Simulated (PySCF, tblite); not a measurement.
# C₇H₆Br radical: geometry, infrared bands and EPR parameters

Wanted: the infrared bands and EPR parameters of C₇H₆Br radical (`[CH2]c1cccc(Br)c1`), by calculation.

Programs: tblite 0.8.0 and PySCF 2.14.0, with density-fitted response routines of our own. Each step states its level of theory. These are calculated values for one molecule in the gas phase, unless marked as measured. Atoms are numbered from 0 throughout.

## 1. The molecule as given

14 atoms, charge 0, multiplicity 2; geometry from: force field or distance geometry start.

Bonds of the start (Å): C0–C1 1.47, C1–C2 1.39, C2–C3 1.41, C3–C4 1.40, C4–C5 1.39, C5–Br6 1.88, C5–C7 1.41, C7–C1 1.39, C0–H8 1.08, C0–H9 1.08, C2–H10 1.08, C3–H11 1.08, C4–H12 1.09, C7–H13 1.09.

## 2. Relaxing the molecule with GFN2-xTB

The job: settings as JSON, then the geometry in Å.

```
{"job": {"kind": "relax", "xc": "GFN2-xTB", "basis": "xTB"}, "charge": 0, "multiplicity": 2}
C      2.351500    -0.387300     0.088300
C      0.907800    -0.117900     0.027600
C      0.438300     1.178700     0.185800
C     -0.944400     1.445700     0.124700
C     -1.843300     0.388500    -0.054000
C     -1.366200    -0.910400    -0.208600
Br    -2.577400    -2.330100    -0.473900
C      0.015200    -1.166700    -0.153500
H      3.046200     0.426000     0.241500
H      2.712700    -1.395600    -0.018700
H      1.112500     2.010500     0.333400
H     -1.314200     2.452000     0.248600
H     -2.913600     0.597100    -0.088700
H      0.373900    -2.191100    -0.274700
```

Started as:

```sh
OMP_NUM_THREADS=1 python probes_run.py task.json out
```

The driver reads the jobs from task.json and runs them one after another.

What it wrote:

```text
step      E/eV     max force
  0    -600.01341    3.590
  1    -600.20881    0.879
  2    -600.23031    0.392
  3    -600.23974    0.262
  4    -600.24332    0.125
  5    -600.24476    0.097
  6    -600.24610    0.086
  7    -600.24684    0.066
  8    -600.24730    0.064
  9    -600.24761    0.053
 10    -600.24778    0.030
 11    -600.24784    0.020
 12    -600.24786    0.013
 13    -600.24787    0.012
 14    -600.24789    0.012
 15    -600.24790    0.006
```

It took 0.08 s on 1 thread of Arm Neoverse V2, shared host.

The steps of the relaxation:

| step | energy from step 0 (eV) | largest force (eV/Å) |
| --- | --- | --- |
| 0 | 0.0000 | 3.5897 |
| 1 | -0.1954 | 0.8792 |
| 2 | -0.2169 | 0.3916 |
| 3 | -0.2263 | 0.2616 |
| 4 | -0.2299 | 0.1245 |
| 5 | -0.2314 | 0.0967 |
| 6 | -0.2327 | 0.0863 |
| 7 | -0.2334 | 0.0657 |
| 8 | -0.2339 | 0.0644 |
| 9 | -0.2342 | 0.0528 |
| 10 | -0.2344 | 0.0298 |
| 11 | -0.2344 | 0.0201 |
| 12 | -0.2344 | 0.0135 |
| 13 | -0.2345 | 0.0120 |
| 14 | -0.2345 | 0.0123 |
| 15 | -0.2345 | 0.0064 |

Distances of close pairs at the start and the end, largest changes first:

| bond | before (Å) | after (Å) | change (Å) |
| --- | --- | --- | --- |
| C0–C1 | 1.470 | 1.378 | -0.092 |
| C2–C3 | 1.410 | 1.371 | -0.038 |
| C5–C7 | 1.406 | 1.370 | -0.036 |
| C1–C2 | 1.388 | 1.424 | +0.036 |
| C1–C7 | 1.389 | 1.424 | +0.035 |
| C5–Br6 | 1.885 | 1.912 | +0.027 |
| C7–H13 | 1.092 | 1.079 | -0.013 |
| C4–H12 | 1.091 | 1.078 | -0.013 |

The next job starts from the end point, and lists it.

## 3. Harmonic vibrations with GFN2-xTB

The job: settings as JSON, then the geometry in Å.

```
{"job": {"kind": "ir", "xc": "GFN2-xTB", "basis": "xTB"}, "charge": 0, "multiplicity": 2}
C      2.298238    -0.377125     0.087662
C      0.944503    -0.122757     0.038288
C      0.425149     1.195366     0.182186
C     -0.924462     1.434688     0.134886
C     -1.828443     0.393090    -0.057541
C     -1.334091    -0.899875    -0.202923
Br    -2.573967    -2.330424    -0.471488
C      0.006926    -1.175938    -0.160305
H      3.007108     0.416740     0.236883
H      2.682362    -1.375094    -0.020208
H      1.119594     2.007828     0.331701
H     -1.300942     2.440618     0.246927
H     -2.889860     0.579038    -0.093232
H      0.367208    -2.186629    -0.275003
```

What it wrote:

```text
mode    cm-1     km/mol
  1     149.6      0.31
  2     175.1      0.48
  3     194.7      0.58
  4     286.4      2.37
  5     376.3      0.38
  6     383.4      1.07
  7     494.5      2.16
  8     504.3      0.17
  9     519.2      0.01
 10     631.5      2.32
 11     632.6      1.99
 12     752.6      0.99
 13     770.8     57.39
 14     838.3      1.36
 15     857.8      0.62
 16     871.2     12.23
 17     918.2      0.22
 18     950.1      4.54
 19     964.3      5.67
 20    1092.1      5.80
 21    1127.8      1.11
 22    1180.0      0.60
 23    1250.0      3.91
 24    1308.5      4.59
 25    1336.1      4.44
 26    1403.4      0.44
 27    1419.1      7.91
 28    1476.2     13.91
 29    1499.5     49.93
 30    1555.6     13.54
 31    3083.6     12.70
 32    3096.8     44.62
 33    3098.6      4.77
 34    3110.6      8.07
 35    3121.3      3.65
 36    3159.0     22.54
```

Wall time 0.36 s (1 thread of Arm Neoverse V2, shared host).

Which atoms move in the most intense modes:

| cm⁻¹ | km/mol | atoms |
| --- | --- | --- |
| 771 | 57.4 | H8 22 %, H9 20 %, C0 18 %, H12 13 % |
| 871 | 12.2 | C5 31 %, C3 18 %, C0 15 %, C4 11 % |
| 1476 | 13.9 | C1 38 %, C0 28 % |
| 1500 | 49.9 | C4 29 %, C1 15 %, C2 14 %, C3 12 % |
| 1556 | 13.5 | C3 27 %, C2 24 %, C5 23 %, C7 15 % |
| 3084 | 12.7 | H11 70 %, H10 20 % |
| 3097 | 44.6 | H10 68 %, H11 17 % |
| 3159 | 22.5 | H8 46 %, H9 44 %, C0 10 % |

## 4. EPR parameters: B3LYP/def2-TZVP-core+pcH-1

Settings changed since step 3:

```diff
@@ -1,2 +1,2 @@
-{"job": {"kind": "ir", "xc": "GFN2-xTB", "basis": "xTB"}, "charge": 0, "multiplicity": 2}
+{"job": {"kind": "epr", "basis": "pcH-1"}, "charge": 0, "multiplicity": 2}
 C      2.298238    -0.377125     0.087662
```

With the program's defaults for keys left out, this is: UKS B3LYP, def2-TZVP-core on Br, pcH-1 on C H, non-relativistic, mean-field spin-orbit, GIAO.

What it wrote:

```text
UKS, coarse grid
  cycle   1  E = -2844.46240910  |g| = 1.58e+00
  cycle   2  E = -2844.45983213  |g| = 6.10e-01
  cycle   3  E = -2844.48368041  |g| = 3.65e-01
  cycle   4  E = -2844.52632382  |g| = 1.13e-01
  cycle   5  E = -2844.53291880  |g| = 2.81e-02
  cycle   6  E = -2844.53333311  |g| = 8.90e-03
  cycle   7  E = -2844.53339021  |g| = 4.46e-03
  cycle   8  E = -2844.53341446  |g| = 1.87e-03
  cycle   9  E = -2844.53341760  |g| = 1.23e-03
  cycle  10  E = -2844.53341910  |g| = 4.64e-04
UKS, final grid
  cycle   1  E = -2844.53340147  |g| = 6.79e-04
  cycle   2  E = -2844.53340091  |g| = 1.26e-03
  cycle   3  E = -2844.53340180  |g| = 9.53e-05
  cycle   4  E = -2844.53340182  |g| = 7.98e-05
  cycle   5  E = -2844.53340183  |g| = 3.01e-05
  cycle   6  E = -2844.53340183  |g| = 2.05e-05
E = -2844.53340183 Eh   <S^2> = 0.7821 (exact 0.7500)
g shifts (ppm)      1          2          3
  rmc          -139       -139       -139
  gc             33         29         -1
  oz_so        -858       -384        476
  total        -965       -494        336
hyperfine (MHz)  atom isotope    a_iso     a_fc   dipolar eigenvalues
    0   13C      59.48      59.55    -57.85    -56.76    114.61
    1   13C     -42.01     -42.06    -21.24      8.43     12.81
    2   13C      24.70      24.72    -19.69    -19.39     39.09
    3   13C     -22.16     -22.19    -16.40      7.25      9.15
    4   13C      26.57      26.62    -23.56    -21.86     45.42
    5   13C     -27.14     -26.85    -17.31      7.70      9.61
    6  79Br      -2.36      -3.55    -16.93      3.51     13.42
    7   13C      24.46      24.50    -19.57    -19.21     38.78
    8    1H     -45.50     -45.51    -26.77     -0.99     27.75
    9    1H     -45.55     -45.55    -26.76     -0.99     27.75
   10    1H     -16.51     -16.51     -6.55     -2.22      8.77
   11    1H       6.89       6.89     -2.40     -1.13      3.54
   12    1H     -19.60     -19.59    -11.51     -0.16     11.67
   13    1H     -16.52     -16.52     -6.46     -2.23      8.69
```

It took 3 min on 1 thread of Arm Neoverse V2, shared host; peak memory 1.3 GiB.

Principal g values 2.00135, 2.00183, 2.00266; g(iso) = 2.00195, against 2.00232 for a free electron.

Hyperfine couplings; where a row names several nuclei, a(iso) is their mean (it holds for fast rotation or exchange) and the dipolar term the largest among them:

| nuclei | isotope | a(iso) (MHz) | a(iso) (G, at g = 2.0023) | largest dipolar term (MHz) |
| --- | --- | --- | --- | --- |
| C0 | 13C | 59.5 | 21.2 | 114.6 |
| H8, H9 | 1H | -45.5 | -16.2 | 27.8 |
| C1 | 13C | -42.0 | -15.0 | -21.2 |
| C5 | 13C | -27.1 | -9.7 | -17.3 |
| C4 | 13C | 26.6 | 9.5 | 45.4 |
| C2 | 13C | 24.7 | 8.8 | 39.1 |
| C7 | 13C | 24.5 | 8.7 | 38.8 |
| C3 | 13C | -22.2 | -7.9 | -16.4 |
| H12 | 1H | -19.6 | -7.0 | 11.7 |
| H13 | 1H | -16.5 | -5.9 | 8.7 |
| H10 | 1H | -16.5 | -5.9 | 8.8 |
| H11 | 1H | 6.9 | 2.5 | 3.5 |
| Br6 | 79Br | -2.4 | -0.8 | -16.9 |

Mulliken spin populations:

C0 0.75; C1 -0.20; C2 0.26; C3 -0.14; C4 0.30; C5 -0.13; Br6 0.00; C7 0.25; H8 -0.03; H9 -0.03; H10 -0.01; H11 0.00; H12 -0.01; H13 -0.01

In first order the couplings over 0.8 MHz of 1H, 79Br give 144 distinct lines over 56.3 G, if the averaged nuclei exchange fast.

Orbitals, density, ELF and potential are computed afterwards from the orbital file.

ELF in a plane through or near 14 of the atoms.

Ten even steps from ' ' (0.00) to '@' (1.00):
```
                                                        
                                                        
                                                        
                    ----      ..##%%%%==                
                ..%%@@@@%%..  ++@@@@@@@@::              
                ::@@@@@@@@--  **@@@@@@%%..              
          ::..    ##@@@@@@****++##@@%%::                
      ..##@@@@%%..  ==**  **%%--**--++::==####--        
      ==@@@@@@@@++  --**++::##++**@@****@@@@@@%%::      
      ::**@@@@@@++**++::****..  ++==%%++@@@@@@%%::      
          --**::******..--##::::**%%%%++**##--          
        ..**@@@@%%==--++%%----%%..==++::                
        --@@@@@@@@::  ::++==..%%--::##++==****==::      
        ::@@@@@@%%  ..%%@@@@**----**##::::##%%##++..    
          ::++++    ++@@@@@@**  ::**::##**--%%##++..    
                    ++@@@@@@::  ++%%**----++##++--      
                      ..--..    **%%%%%%##++--..        
                                --++****==::            
                                ....::::..              
                                                        
```
The map spans 11.2 Å across and 10.2 Å up, centred on the molecule. Atoms in the plane (x, y in Å): C0 (-2.3, -0.3), C1 (-1.0, -0.1), C2 (-0.4, 1.2), C3 (1.0, 1.4), C4 (1.8, 0.3), C5 (1.3, -1.0), Br6 (2.5, -2.5), C7 (-0.1, -1.2), H8 (-3.0, 0.6), H9 (-2.7, -1.2), H10 (-1.0, 2.1), H11 (1.4, 2.4), H12 (2.9, 0.4), H13 (-0.5, -2.2).

On the surface of density 0.002 e/bohr³ the electrostatic potential runs, from the 1st to the 99th percentile, from -0.55 V near Br6 to 1.05 V near H10.

The spin density lies nearest to C0 32 %; C2, C4, C7 about 12 % each; C1 7 % (beta excess).

## 5. Summary of results

```
                                 quantity                value
strongest single infrared mode (GFN2-xTB)  771 cm⁻¹, 57 km/mol
             zero-point energy (GFN2-xTB)        63.7 kcal/mol
                           g(iso) (B3LYP)              2.00195
                                     ⟨S²⟩   0.782 (exact 0.75)
       largest a(iso) (averaged by class)  13C on C0, 59.5 MHz
    surface potential, 1st and 99th percentile   -0.55 V and 1.05 V
```

What this shows: Over 15 steps the energy fell by 0.234 eV; of the close pairs, C0–C1 changed most, 1.470 to 1.378 Å. No mode is imaginary among the 36: a minimum at this level. The strongest single mode, at 771 cm⁻¹, is spread over several atoms, H8, H9, C0, H12 among them. GFN2-xTB is a fitted tight-binding method: band positions and strengths are rough. Its intensities can rank the bands wrongly. C0 carries the largest spin population, 0.75 e. The isotropic g lies 0.4 ppt below the free-electron value. The hyperfine terms hold no scalar relativity, which the heavier nuclei need.
